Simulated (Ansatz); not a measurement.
# Ni (Ni, diamond): the cost of one run

Computed with Ansatz 0.2.0 (DFT r2SCAN, plane waves (500 eV) with PAW, scalar-relativistic; PBE-made PAW files, unless a step says otherwise).

### Step 1. Starting point

The structure is cubic, space group Fd-3m (No. 227). Conventional cell: a = 4.907 Å, b = 4.907 Å, c = 4.907 Å, α = 90.00°, β = 90.00°, γ = 90.00°. Ni (site symmetry -43m) is surrounded by 4 Ni at 2.12 Å.

As a file:

```
CELL_PARAMETERS angstrom
0.00000 2.45346 2.45346
2.45346 0.00000 2.45346
2.45346 2.45346 0.00000
ATOMIC_POSITIONS crystal
Ni 0.12500 0.12500 0.12500
Ni 0.87500 0.87500 0.87500
```

Starting moments (μB): +0.8 ×2.

### Step 2. Relaxing cell and atoms

File input.yaml:

```yaml
crystal:
  lattice:
    - [0.0, 2.4534603088, 2.4534603088]
    - [2.4534603088, 0.0, 2.4534603088]
    - [2.4534603088, 2.4534603088, 0.0]
  atoms:
    - { symbol: Ni, position: [0.125, 0.125, 0.125], spin: 0.8 }
    - { symbol: Ni, position: [0.875, 0.875, 0.875], spin: 0.8 }
hamiltonian:
  xc: r2scan
  pseudopotentials:
    kind: paw
    azcp:
      Ni: "pseudopotentials/Ni.paw.azcp"
basis:
  ecutwfc: 500
  fft_grid_basis: typed
kpoints:
  mp_grid: { grid: [11, 11, 11], shift: [0, 0, 0] }
magnetization:
  spin_polarized: true
scf:
  occupations: { method: fermi_dirac, width: 0.05 }
relax:
  max_steps: 60
  f_tol: 0.01
  cell: {}
```

Run with:

```sh
$ ansatz run input.yaml --threads 1 --pin off --max-ram 3584MiB --backend cpu --events-out ev --progress --plain --runs-dir out
```

What time and memory should one allow on 1 thread of Intel Xeon Platinum 8259CL at 2.50GHz (Skylake/Cascade Lake), shared host?

About 2.3 min, with a peak of 0.59 GiB.
